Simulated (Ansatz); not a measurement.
# H2O + F radical: a complex and its separated parts

The complex below is one end of an elementary step. How strongly is it bound against its free parts?

Method: PBE0-D4/def2-TZVP structures, single points in def2-TZVPP, no counterpoise correction; program: Ansatz 0.2.0, Gaussian basis.

Levels: SPW92, PBE-D4, BLYP-D4, r2SCAN-D4, B97M-V, PBE0-D4, B3LYP-D4, r2SCAN0-D4, BHLYP-D4, CAM-B3LYP-D4, wB97X-V, wB97M-V, B2PLYP, PBE-QIDH, RPA on PBE, Hartree-Fock, MP2, CCSD, CCSD(T).

Cores are frozen in the correlated methods. Orbitals are unrestricted. B3LYP uses VWN-RPA correlation. B2PLYP carries no dispersion term here.

78 further runs of the same task are left out: 78 set aside as unsound or not needed.

### Step 1. The starting structure

The complex: 4 atoms, charge 0, spin multiplicity 2.

Atoms are counted from 1 here; the program's logs count them from 0.

Bond lengths: H1–O3 0.964 Å, O3–H4 0.964 Å. Angles: H1–O3–H4 105.3°.

As a file:

```xyz
4
charge 0, multiplicity 2
H    -0.4107   -0.7307   -0.3811
F    -0.7243    1.2862    0.1521
O     0.2190   -0.5376    0.3229
H     0.9159   -0.0179   -0.0939
```

Its parts: H2O holds atoms 1, 3, 4; F radical holds atoms 2. Each part counts its atoms afresh in its own runs.

### Step 2. Relaxing H2O alone

Input file relax-a/in.yaml:

```yaml
crystal:
  periodic: [false, false, false]
  atoms:
    - {symbol: H, position_ang: [-0.410701, -0.730681, -0.381090]}
    - {symbol: O, position_ang: [0.219006, -0.537576, 0.322906]}
    - {symbol: H, position_ang: [0.915924, -0.017931, -0.093885]}
basis:
  gaussian: {orbitals: def2-TZVP}
hamiltonian: {xc: pbe0, dispersion: d4}
relax: {f_tol: 0.005, max_steps: 200}
```

Run with:

```console
$ ansatz run in.yaml --threads 2 --pin off --events-out ev --progress --plain --max-ram 4352MiB
```

Further steps of the session: SPW92/def2-TZVPP; B97M-V/def2-TZVPP; wB97X-V/def2-TZVPP; wB97M-V/def2-TZVPP; B2PLYP/def2-TZVPP; PBE-QIDH/def2-TZVPP; RPA on PBE/def2-TZVPP; CCSD(T)/def2-TZVPP; CCSD(T)/def2-QZVPP; Vibrations of H2O.

Before running it: what results should come out? Wanted: complex less parts, CCSD(T)/def2-TZVPP; with zero-point energy; largest T1 diagnostic.

The runs gave:

```
                              quantity      value
complex less parts, CCSD(T)/def2-TZVPP  -0.087 eV
                with zero-point energy  -0.023 eV
                 largest T1 diagnostic      0.032
```

**Reading.** At CCSD(T) the complex lies 0.087 eV below its parts. Among the functionals PBE-QIDH lands nearest to CCSD(T) (-0.006 eV) and SPW92 farthest (-1.251 eV). Mean unsigned error by rung: LDA 1.251, GGA 0.811, meta-GGA 0.538, hybrid 0.283, range-separated hybrid 0.322, double hybrid 0.104 eV. PBE-D4 gives a relative energy 0.823 eV too low, an error of 942 % of the reference. No counterpoise was applied, and triple zeta lacks some correlation, so the CCSD(T) reference has a basis error of its own, and close matches with it are partly luck.
